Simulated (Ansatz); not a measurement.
**Ba2Tl5V3O12 under changes of volume**

One of the cells (29.870 Å³/atom); the others are scaled copies at fixed shape and fractional positions:

```
Ba V Tl O
1.0
     9.93665    0.00000    0.00000
     0.00000    9.93665    0.00000
     0.00000    0.00000    6.65552
Ba V Tl O
2 3 5 12
Direct
  0.00000 0.50000 0.00000
  0.50000 0.00000 0.00000
  0.50000 0.50000 0.00000
  0.50000 0.00000 0.50000
  0.00000 0.50000 0.50000
  0.00000 0.00000 0.50000
  0.67321 0.32679 0.46014
  0.32679 0.67321 0.46014
  0.67321 0.67321 0.53986
  0.32679 0.32679 0.53986
  0.39848 0.60152 0.14652
  0.60152 0.39848 0.14652
  0.60152 0.60152 0.85348
  0.39848 0.39848 0.85348
  0.59959 0.09072 0.33579
  0.40041 0.09072 0.66421
  0.59959 0.90928 0.66421
  0.40041 0.90928 0.33579
  0.09072 0.59959 0.33579
  0.09072 0.40041 0.66421
  0.90928 0.59959 0.66421
  0.90928 0.40041 0.33579
```

The cell was built by a generator and needn't be a form met in nature.

- Program: Ansatz 0.2.0
- Functional: PBE
- Potentials or basis: Ansatz PAW
- Cutoff: 420 eV (not typed: the program's choice for these potentials)
- k mesh: 3 × 3 × 4
- Occupations: fermi-dirac, width 0.05 eV
- Spin: collinear spin, ferromagnetic start
- Starting moments: [0.0, 0.0, 2.0, 2.0, 2.0, 0.0, 0.0, 0.0, 0.0, 0.0, 0.0, 0.0, 0.0, 0.0, 0.0, 0.0, 0.0, 0.0, 0.0, 0.0, 0.0, 0.0] μB

```csv
volume (Å³/atom),energy over the lowest point (meV/atom),pressure (GPa),gap on the mesh (eV),largest force (eV/Å)
28.078,19.27,3.6,0.60,1.234
28.675,8.30,2.3,0.57,0.791
29.273,?,?,?,?
29.870,0.00,0.0,0.51,0.009
30.468,1.76,-0.9,0.48,0.354
31.065,6.97,-1.8,0.46,0.682
31.662,15.27,-2.6,0.43,0.987
```

Task: What does the run at 29.273 Å³/atom give?

Result: Energy over the lowest point 2.03 meV/atom; pressure 1.1 GPa; gap on the mesh 0.54 eV; largest force 0.381 eV/Å.

Worked out: A Birch-Murnaghan fit of order 3 (a polynomial in V^(-2/3)) to the other rows has its minimum at 29.88 Å³/atom with B0 = V·E''(V) = 51 GPa and B' = 4.2 at fixed shape and positions, which overstates the stiffness. It gives 2.03 meV/atom at 29.273 Å³/atom, against the run's 2.03, and -dE/dV = 1.1 GPa, against 1.1. A straight line through the other rows of the gap, of slope -1.41 eV per unit of ln V, gives 0.54 eV, against the run's 0.54.

Energies are extrapolated to zero smearing.

Caveats: odd divisions of the mesh miss points on the zone boundary, where band edges often lie, so the gap on the mesh can be too wide; spin-orbit coupling is left out, which as a rule narrows the gap of such compounds by several tenths of an eV; the starting moments weren't kept; forces of over 1 eV/Å show positions far from the minimum, so gaps and moduli don't describe the material at rest (some runs).

A mesh can miss the band edges.
